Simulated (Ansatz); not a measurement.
Working through a short molecular-dynamics run of C2HFZn, SMILES F[C]1=[CH][Zn]1

Computed with Ansatz 0.2.0, Python API.

Run as a notebook:

**Cell 1**
```python
import ansatz as az
import numpy as np

BASIS_SET = 'def2-SVP'
XC = 'pbe'
N_STEPS = 20
TEMPERATURE_K = 500
```

**Cell 2**
```python
geometry_ang = [
    ('F', (-0.2575, -1.7034, 0.9834)),
    ('C', (-0.217, -0.534, 0.2203)),
    ('C', (0.3954, 0.5886, -0.1152)),
    ('Zn', (-1.1339, 0.3157, -1.1548)),
    ('H', (1.2629, 1.2594, 0.0248)),
]
molecule = az.Crystal.molecule()
for symbol, xyz in geometry_ang:
    molecule = molecule.atom(symbol, xyz)
```

**Cell 3**
```python
calculation = molecule.calculation()
calculation = calculation.basis(gaussian=BASIS_SET).functional(XC)
symbols = [site.symbol for site in molecule.cartesian_sites]
start = np.array([site.position_ang for site in molecule.cartesian_sites], dtype=float)
data = calculation.relax(force_tolerance=0.02, max_steps=100).run(threads=1).report
end = np.array(data['positions_ang'])
minimum = az.Crystal.molecule()
for symbol, place in zip(symbols, end):
    minimum = minimum.atom(symbol, place.tolist())
```

**Cell 4**
```python
# dynamics from the relaxed geometry
calculation = (
    minimum.calculation()
    .basis(gaussian=BASIS_SET)  # the orbital basis, by name
    .functional(XC)
    .md('nvt_langevin', timestep=0.5, steps=N_STEPS, temperature=TEMPERATURE_K, initial_velocities='maxwell_boltzmann', seed=24, friction=0.01)
)
frames = []
out = calculation.session().plan().execute(on_event=lambda e: frames.append(e['data']) if e['event'] == 'md_step' else None)
print('t (fs)   E_pot (eV)      E_kin (eV)   T (K)   d(0-1) (A)')
for f in frames[::1]:
    xyz = np.array(f['positions_ang'])
    print(f'{f["time_fs"]:6.2f} {f["lagrangian_ev"]:14.5f} {f["e_kin_ev"]:10.5f} {f["temperature_k"]:8.1f} {np.linalg.norm(xyz[0] - xyz[1]):9.4f}')
print('mean temperature', round(float(np.mean([f['temperature_k'] for f in frames])), 1), 'K')
symbols = [site.symbol for site in molecule.cartesian_sites]
with open('last_frame.xyz', 'w') as handle:
    handle.write(f'{len(symbols)}\nt = {frames[-1]["time_fs"]} fs\n')
    handle.writelines('{:2s} {:10.5f} {:10.5f} {:10.5f}\n'.format(s, *xyz) for s, xyz in zip(symbols, frames[-1]['positions_ang']))
```
Output:
```text
t (fs)   E_pot (eV)      E_kin (eV)   T (K)   d(0-1) (A)
  0.00   -53199.20634    0.25852    400.0    1.3435
  0.50   -53199.20331    0.29873    462.2    1.3371
  1.00   -53199.19427    0.27008    417.9    1.3306
  1.50   -53199.18075    0.27175    420.5    1.3241
  2.00   -53199.16512    0.25937    401.3    1.3175
  2.50   -53199.15064    0.24084    372.7    1.3111
  3.00   -53199.13929    0.22144    342.6    1.3048
  3.50   -53199.13395    0.22068    341.5    1.2991
  4.00   -53199.13250    0.18973    293.6    1.2945
  4.50   -53199.13013    0.18446    285.4    1.2907
  5.00   -53199.12350    0.17476    270.4    1.2875
  5.50   -53199.11207    0.17779    275.1    1.2847
  6.00   -53199.09800    0.16914    261.7    1.2827
  6.50   -53199.08436    0.16284    252.0    1.2817
  7.00   -53199.07359    0.16179    250.3    1.2818
  7.50   -53199.06858    0.14997    232.0    1.2828
  8.00   -53199.07062    0.14722    227.8    1.2847
  8.50   -53199.07826    0.17869    276.5    1.2878
  9.00   -53199.08885    0.19219    297.4    1.2919
  9.50   -53199.10048    0.19369    299.7    1.2967
 10.00   -53199.11053    0.20407    315.7    1.3017
mean temperature 318.9 K
```

`last_frame.xyz`, as written:
```text
5
t = 10.0 fs
F     0.04994   -1.32746    1.08093
C    -0.37214   -0.61773    0.07463
C     0.34895    0.54361   -0.23012
Zn   -1.26808    0.37569   -1.29883
H     1.22789    0.99535    0.31016
```

Notes:
- Total energies depend on the basis set; only differences at equal settings carry meaning.
- The trajectory is only some femtoseconds long, so its temperature is not equilibrated; where the script doesn't relax first, it starts from a rough generated geometry.
- The printed temperature counts all 3N degrees of freedom under Langevin dynamics, so the first row lies under the target.
- Hardware and time: 67 s on 1 thread of Arm Neoverse V1 (shared host), peak memory 0.22 GiB.
